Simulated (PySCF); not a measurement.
# C3H6BrNO (3-bromopropionamide): the cost of one run

Programs: PySCF 2.14.0, with routines of our own; each step states its level. All values are computed. Atoms count from 0.

## (1) The starting structure

12 atoms, charge 0, multiplicity 1; geometry from: GFN2-xTB.

## (2) Relaxing the molecule at PBE0-D3(BJ)/def2-SVP

Job settings and geometry (Å):

```
{"job": {"xc": "PBE0", "basis": "def2-SVP", "d3": "d3bj", "grid": 1, "maxiter": 30, "shake": 0.01, "kind": "geom"}, "charge": 0, "multiplicity": 1}
N      1.645540     0.738640     0.309200
C      0.987890    -0.431110     0.357130
O      1.332730    -1.336200     1.064170
C     -0.195730    -0.534340    -0.554640
C     -1.490880    -0.167960     0.202990
Br    -1.536430     1.751980     0.628670
H      1.262250     1.547890    -0.199140
H      2.404500     0.934170     0.935060
H     -0.324000    -1.574590    -0.841010
H     -0.117270     0.088460    -1.426530
H     -2.393880    -0.359880    -0.363890
H     -1.535060    -0.685330     1.173120
```

The run is started by

```bash
OMP_NUM_THREADS=1 python heavy_run.py task.json out
```

One launch serves the whole session: the jobs run in the order shown.

**Question.** How long does this first job take on 1 thread of Intel Xeon Platinum 8488C, shared host, and how much memory does it need?

About 2.6 min, with a peak of 0.57 GiB.
